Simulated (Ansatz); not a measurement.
Geometry optimisation, Ansatz, DFT PBE-D3(BJ), scalar-relativistic, plane waves, PAW.

Input:

```yaml
crystal:
  lattice:
    - [0.0, 5.43, 5.43]
    - [5.43, 0.0, 5.43]
    - [5.43, 5.43, 0.0]
  atoms:
    - { symbol: Si, position: [0.0, 0.0, 0.0] }
    - { symbol: Si, position: [0.125, 0.125, 0.125] }
    - { symbol: Si, position: [0.0, 0.0, 0.5] }
    - { symbol: Si, position: [0.125, 0.125, 0.625] }
    - { symbol: Si, position: [0.0, 0.5, 0.0] }
    - { symbol: Si, position: [0.125, 0.625, 0.125] }
    - { symbol: Si, position: [0.0, 0.5, 0.5] }
    - { symbol: Si, position: [0.125, 0.625, 0.625] }
    - { symbol: Si, position: [0.5, 0.0, 0.0] }
    - { symbol: Si, position: [0.625, 0.125, 0.125] }
    - { symbol: Si, position: [0.5, 0.0, 0.5] }
    - { symbol: Si, position: [0.625, 0.125, 0.625] }
    - { symbol: Si, position: [0.5, 0.5, 0.0] }
    - { symbol: Si, position: [0.625, 0.625, 0.125] }
    - { symbol: Si, position: [0.5, 0.5, 0.5] }
    - { symbol: Si, position: [0.625, 0.625, 0.625] }
    - { symbol: Cu, position: [0.37933961, 0.36996111, 0.37949468], spin: 1.0 }
magnetization:
  spin_polarized: true
basis:
  ecutwfc: 420.0
kpoints:
  mp_grid: { grid: [2, 2, 2] }
hamiltonian:
  xc: pbe
  dispersion: d3bj
  pseudopotentials: { kind: paw, azcp: { folder: soft_1 } }
scf:
  occupations: { method: fermi_dirac, width: 0.05 }
  lower_state_search: "off"
relax:
  f_tol: 0.03
  max_steps: 60
  adjacent_minimum: "off"
output:
  write_density: true
  write_potential: true
  elf: true
  volumetric_format: npy
```

Command:

```bash
$ ansatz run input.yaml --threads 2 --pin off --max-ram 5120MiB --backend cpu --events-out ev --progress --plain --runs-dir out
```

Problem. Where does it end, and by what steps?

Solution. The run converged. Limits of this set-up: coarse k mesh, a small cell, in which the defect meets its images, a typed lattice constant that wasn't relaxed here. After 3 steps the energy has fallen by 0.068 eV; Si11 moved furthest, 0.05 Å.

```csv
step,energy less start (eV),largest force component (eV/Å),accepted
0,0.0000,0.526,yes
1,-0.0588,0.198,yes
2,-0.0675,0.047,yes
3,-0.0680,0.004,yes
```

```xyz
17
Lattice="0.0000 5.4300 5.4300 5.4300 0.0000 5.4300 5.4300 5.4300 0.0000" Properties=species:S:1:pos:R:3
Si 0.003 0.000 0.004
Si 1.358 1.350 1.358
Si 2.709 2.706 0.007
Si 4.067 4.074 1.346
Si 2.712 0.000 2.712
Si 4.073 1.343 4.073
Si 5.445 2.699 2.700
Si 6.799 4.073 4.078
Si 0.006 2.706 2.709
Si 1.346 4.074 4.067
Si 2.686 5.459 2.686
Si 4.072 6.798 4.072
Si 2.700 2.700 5.445
Si 4.078 4.073 6.799
Si 5.457 5.458 5.458
Si 6.787 6.806 6.786
Cu 4.072 4.102 4.071
```

Whether the end is a true minimum wasn't checked by a vibrational analysis.

Run time: 2.1 min on 2 threads of AMD EPYC (Zen 3) (shared host), peak memory 0.77 GiB.
